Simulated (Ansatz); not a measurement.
Task: vertical and adiabatic energies of changing the electron count of H2KN, SMILES [NH2][K], with the Ansatz DFT code, driven from Python. Give the script and its output. Settings (for the species named): CAM-B3LYP, def2-SVP basis, multiplicity 1.

Input file `h2kn.xyz`:
```text
4

N    -0.22710   -0.24000   -0.42770
K     1.67450   -0.29920    1.09840
H    -1.16200   -0.30680    0.13760
H    -0.22990    0.78580   -0.82860
```

The script, `adiabatic_h2kn.py`:
```python
"""How H2KN relaxes after losing an electron."""

import itertools
import logging
import sys

import ansatz
from ase.data import atomic_numbers, covalent_radii
import numpy as np

logging.basicConfig(stream=sys.stdout, format="%(levelname)s %(message)s")
log = logging.getLogger("ansatz_job")
log.setLevel(logging.INFO)

molecule = ansatz.Crystal.molecule_from_extxyz("h2kn.xyz")

calc = (
    molecule.calculation()
    .basis(gaussian="def2-SVP")
    .functional("cam_b3lyp")
)
symbols = [site.symbol for site in molecule.cartesian_sites]
start = np.array([site.position_ang for site in molecule.cartesian_sites], dtype=float)
r = calc.relax(force_tolerance=0.01).run(threads=1).report
end = np.array(r["positions_ang"])

minimum = ansatz.Crystal.molecule()
for symbol, place in zip(symbols, end):
    minimum = minimum.atom(symbol, place.tolist())
ion = (
    minimum.calculation()
    .basis(gaussian="def2-SVP")
    .functional("cam_b3lyp")
    .charge(1)
    .spin("collinear", total=1)
)
vertical = ion.run(threads=1).report
settled = ion.relax(force_tolerance=0.01, max_steps=80).run(threads=1).report
log.info(f"vertical ionisation energy   {vertical['free_energy_ev'] - r['free_energy_ev']:.3f} eV")
log.info(f"adiabatic, no zero point     {settled['free_energy_ev'] - r['free_energy_ev']:.3f} eV")
log.info(f"relaxation energy of the ion {vertical['free_energy_ev'] - settled['free_energy_ev']:.3f} eV")
ionised = np.array(settled["positions_ang"])
# pairs closer than 1.2 times the sum of covalent radii, before or after
radius = [covalent_radii[atomic_numbers[s]] for s in symbols]
span = lambda where, i, j: np.linalg.norm(where[i] - where[j])
bonded = [(i, j) for i, j in itertools.combinations(range(len(symbols)), 2) if min(span(end, i, j), span(ionised, i, j)) < 1.2 * (radius[i] + radius[j])]
log.info("pair        before    after (A)")
for i, j in bonded:
    print(f"{symbols[i]}{i}-{symbols[j]}{j}".ljust(10), f"{span(end, i, j):8.4f} {span(ionised, i, j):8.4f}")
for first, second in list(itertools.combinations(bonded, 2)):
    shared = set(first) & set(second)
    if shared and symbols[(j := shared.pop())] != "H":
        i, k = sorted((set(first) | set(second)) - {j})
        u, v = ionised[i] - ionised[j], ionised[k] - ionised[j]
        angle = np.degrees(np.arccos(np.clip(u @ v / np.linalg.norm(u) / np.linalg.norm(v), -1, 1)))
        log.info(f"final angle {symbols[i]}{i}-{symbols[j]}{j}-{symbols[k]}{k}: {angle:.2f} deg")
```

`python adiabatic_h2kn.py` gives:
```text
INFO vertical ionisation energy   5.570 eV
INFO adiabatic, no zero point     5.322 eV
INFO relaxation energy of the ion 0.248 eV
INFO pair        before    after (A)
N0-K1        2.3744   2.7388
N0-H2        1.0257   1.0319
N0-H3        1.0257   1.0319
INFO final angle K1-N0-H2: 128.22 deg
INFO final angle K1-N0-H3: 128.22 deg
INFO final angle H2-N0-H3: 103.55 deg
```

The energies are electronic: no zero-point or thermal terms, and the basis set is short of its limit. The product may relax into another structure. The relaxation finds the nearest minimum, so the adiabatic value is an upper bound. The whole script took 23 s on 1 thread of Arm Neoverse V2, on a shared host, peak memory 0.22 GiB.

(Lines on the test bed's own set-up are left out of the output.)
